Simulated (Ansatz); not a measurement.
**SiBrF (SMILES F[Si]Br): one structure at several levels**

How do the functionals fare away from a minimum? The structure is a structure displaced at random from a GFN2-xTB minimum.

Program: Ansatz 0.2.0, Gaussian basis. Level of theory: single points in def2-TZVPP. These are calculated values, not measurements.

Correlated methods freeze the cores. Filled d shells of the heavier atoms are correlated.

## Step 1: The system as given

SMILES `F[Si]Br`, 3 atoms, charge 0, spin multiplicity 1.

Atoms are counted from 1 here; the program's logs count them from 0.

Bond lengths: F1–Si2 1.620 Å, Si2–Br3 2.283 Å. Angles: F1–Si2–Br3 94.8°.

Geometry (Å):

```csv
atom,x (Å),y (Å),z (Å)
F1,0.3645,1.2462,0.3469
Si2,-0.7384,0.3080,-0.3788
Br3,0.3782,-1.6420,0.0228
```

## Step 2: CCSD(T)/def2-TZVPP

File run/in.yaml:

```yaml
crystal:
  periodic: [false, false, false]
  atoms:
    - {symbol: F, position_ang: [0.364500, 1.246200, 0.346900]}
    - {symbol: Si, position_ang: [-0.738400, 0.308000, -0.378800]}
    - {symbol: Br, position_ang: [0.378200, -1.642000, 0.022800]}
basis:
  gaussian: {orbitals: def2-TZVPP}
correlation: {method: ccsd_t}
output: {forces: true}
```

No record of the launch command was kept for these runs.

## Step 3: PBE0-D4/def2-TZVPP

Changes to run/in.yaml since step 2:

```diff
@@ -8,3 +8,3 @@
   gaussian: {orbitals: def2-TZVPP}
-correlation: {method: ccsd_t}
-output: {forces: true}
+hamiltonian: {xc: pbe0, dispersion: d4}
+output: {forces: true, orbitals: {seedname: orbitals}}
```

## Step 4: wB97M-V/def2-TZVPP

Changes to run/in.yaml since step 3:

```diff
@@ -8,3 +8,3 @@
   gaussian: {orbitals: def2-TZVPP}
-hamiltonian: {xc: pbe0, dispersion: d4}
-output: {forces: true, orbitals: {seedname: orbitals}}
+hamiltonian: {xc: {name: wB97M-V}}
+output: {forces: true}
```

## Step 5: r2SCAN-D4/def2-TZVPP

Changes to run/in.yaml since step 4:

```diff
@@ -8,3 +8,3 @@
   gaussian: {orbitals: def2-TZVPP}
-hamiltonian: {xc: {name: wB97M-V}}
+hamiltonian: {xc: r2scan, dispersion: d4}
 output: {forces: true}
```

## Step 6: PBE-D4/def2-TZVPP

Changes to run/in.yaml since step 5:

```diff
@@ -8,3 +8,3 @@
   gaussian: {orbitals: def2-TZVPP}
-hamiltonian: {xc: r2scan, dispersion: d4}
+hamiltonian: {xc: pbe, dispersion: d4}
 output: {forces: true}
```

## Step 7: SPW92/def2-TZVPP

Changes to run/in.yaml since step 6:

```diff
@@ -8,3 +8,3 @@
   gaussian: {orbitals: def2-TZVPP}
-hamiltonian: {xc: pbe, dispersion: d4}
+hamiltonian: {xc: lda}
 output: {forces: true}
```

## Step 8: wB97X-V/def2-TZVPP

Changes to run/in.yaml since step 7:

```diff
@@ -8,3 +8,3 @@
   gaussian: {orbitals: def2-TZVPP}
-hamiltonian: {xc: lda}
+hamiltonian: {xc: {name: wB97X-V}}
 output: {forces: true}
```

(Steps that only read results are left out.)

Q: Predict the outcome of this session. Wanted: energy less free atoms, CCSD(T)/def2-TZVPP; RMS force component; RMS force error; HOMO and LUMO, PBE0-D4; T1 diagnostic.

As calculated:

```
                                  quantity                                                                                         value
energy less free atoms, CCSD(T)/def2-TZVPP                                                                                 -950.2 kJ/mol
                       RMS force component                                                          0.241 to 0.442 eV/Å over the methods
                           RMS force error  PBE0-D4 0.034, wB97M-V 0.083, r2SCAN-D4 0.087, PBE-D4 0.375, SPW92 0.080, wB97X-V 0.057 eV/Å
                    HOMO and LUMO, PBE0-D4                                                                            -8.03 and -2.77 eV
                             T1 diagnostic                                                                                         0.012
```

In words: Against CCSD(T) the functionals' energies less atoms differ by -208.2 to -23.7 kJ/mol, PBE-D4 by -65.8 kJ/mol. A larger basis would deepen the CCSD(T) value, while the functionals are nearly converged already, so the order here is not reliable. For forces PBE0-D4 does best and PBE-D4 worst.
